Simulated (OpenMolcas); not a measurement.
**Nb³⁺ among point charges: CASSCF and CASPT2 levels and susceptibility**

How does a field of 6 point charges split the states of Nb³⁺, and what χT follows?

Program: OpenMolcas 26.06. Level of theory: state-averaged CASSCF and CASPT2, spin-orbit coupling by RASSI with atomic mean-field integrals. These are calculated values, not measurements, unless marked.

## 1. What is computed

```
Species                           : Nb³⁺ (niobium, Z = 41, 38 electrons)
Basis                             : ANO-RCC-VTZP [7s6p4d2f1g], 68 functions
Scalar Hamiltonian                : DKH2, point nucleus
Inactive shells                   : 1s 2s 2p 3s 3p 3d 4s 4p
Active space                      : 2 electrons in 5 orbitals (4d)
Some configurations of this space : 4d²
Orbitals                          : optimised for each spin and parity, averaged over all roots
```

Outer shells as boxes (Hund's rule):

4d2
```
4d [↑ ][↑ ][  ][  ][  ]
```

The ion sits among 6 point charges of -1 e arranged as an octahedron (Oh), 2.02 Å from the ion.

The work runs as a chain of OpenMolcas steps in one folder; each step below is one input file. Labels, J, g values, rates, χT and fits are worked out afterwards by a script from the matrices that RASSI stores. The input lists half of the charges; inversion (Group=XYZ) makes the rest.

## 2. GATEWAY and SEWARD: basis and integrals

File a.inp:

```
&GATEWAY
Coord
1

Nb 0.0 0.0 0.0
Basis=ANO-RCC-VTZP
Group=XYZ
NoMove
AngMom=0.0 0.0 0.0
AMFI
XField
3 Angstrom 0
2.020000 0.000000 0.000000 -1.000000
0.000000 2.020000 0.000000 -1.000000
0.000000 0.000000 2.020000 -1.000000
&SEWARD
```

Run with:

```sh
$ OMP_NUM_THREADS=1 MOLCAS_MEM=1689 MOLCAS_PROJECT=a pymolcas a.inp > a.log
```

## 3. CASSCF: triplets of even parity, 10 roots

File a.inp:

```
&RASSCF
FileOrb=start.orb
Symmetry=1
Spin=3
nActEl=2 0 0
Inactive=9 9
Ras2=5 0
CIRoot=10 10 1
SDav=10
CIMx=300
Iter=120 100
PrWF=0.3
OrbListing=Nothing
MaxOrb=0
>>> COPY $Project.JobIph JOB001
```

start.orb holds the contracted functions of the basis, ordered by shell, or the orbitals of the step before.

## 4. CASSCF: singlets of even parity, 15 roots

File a.inp:

```
&RASSCF
FileOrb=start.orb
Symmetry=1
Spin=1
nActEl=2 0 0
Inactive=9 9
Ras2=5 0
CIRoot=15 15 1
SDav=15
CIMx=300
Iter=120 100
PrWF=0.3
OrbListing=Nothing
MaxOrb=0
>>> COPY $Project.JobIph JOB002
```

## 5. State interaction with spin-orbit coupling

File a.inp:

```
&RASSI
NrOfJobIphs=2 10 15
1 2 3 4 5 6 7 8 9 10
1 2 3 4 5 6 7 8 9 10 11 12 13 14 15
IphNames
JOB001
JOB002
EJob
SpinOrbit
DIPRint=1.0
SOCoupling=1000.0
Subsets=2
Property=9
'ANGMOM' 1 'ANGMOM' 2 'ANGMOM' 3 'MLTPL  1' 1 'MLTPL  1' 2 'MLTPL  1' 3
'AMFI' 1 'AMFI' 2 'AMFI' 3
SOProperty=3
'ANGMOM' 1 'ANGMOM' 2 'ANGMOM' 3
```

## 6. CASPT2: IPEA 0.25, imaginary shift 0.1 (closed shells correlated: 4s 4p)

File a.inp:

```
>>> COPY JOB001 $Project.JobIph
&CASPT2
Multistate=10 1 2 3 4 5 6 7 8 9 10
NoMult
Frozen=8 6
IPEA=0.25
Imaginary=0.1
MaxIter=60
WThr=0.0 0.3 0.05
PrWF=0.5
NoMix
>>> COPY JOB002 $Project.JobIph
&CASPT2
Multistate=15 1 2 3 4 5 6 7 8 9 10 11 12 13 14 15
NoMult
Frozen=8 6
IPEA=0.25
Imaginary=0.1
MaxIter=60
WThr=0.0 0.3 0.05
PrWF=0.5
NoMix
```

(Steps that only read results are left out.)

Q: Predict the outcome of this session. Wanted: spin-free ground state; first state of the same spin within the active space; lowest level; next level.

As calculated:

| quantity | value |
| --- | --- |
| method | SS-CASPT2, IPEA 0.25, imaginary shift 0.1 (closed shells correlated: 4s 4p) |
| spin-free ground state | 3T1, 3-fold in its orbital part |
| first state of the same spin within the active space | 3T2 at 7750 cm⁻¹ |
| lowest level | 2-fold E, g = 0.00, 0.00, 0.00 |
| next level | 88.1 cm⁻¹ |
| χT at 300 K | 0.35 cm³ K/mol |
| effective moment at 300 K | 1.68 μB |

Cost by method:

```
                                              method  time of its own steps  time with the reference
                                           A. CASSCF                  5.9 s                    5.9 s
B. SS-CASPT2, IPEA 0.25, imaginary shift 0.1, +4s 4p                  3.5 s                    9.4 s
```

Times are of one thread on a shared host.

**Reading.** The spin-free ground state (3T1) comes to 96 % from free-ion F terms and keeps the highest spin of the shell. χT at 300 K is 0.35, against 1.00 cm³ K/mol for the spin alone, so spin-orbit coupling lowers it. A ligand-field fit to the states below 45000 cm-1 gives 10Dq = 9108 cm-1, B = 606 cm-1 and C = 2370 cm-1 (C/B = 3.91), with a deviation of 230 cm-1. CASPT2 does not keep the components of a term degenerate, and the means are used. The field of point charges can differ much from that of real complexes. Point charges carry no covalency, so the field is a model and not that of real ligands.
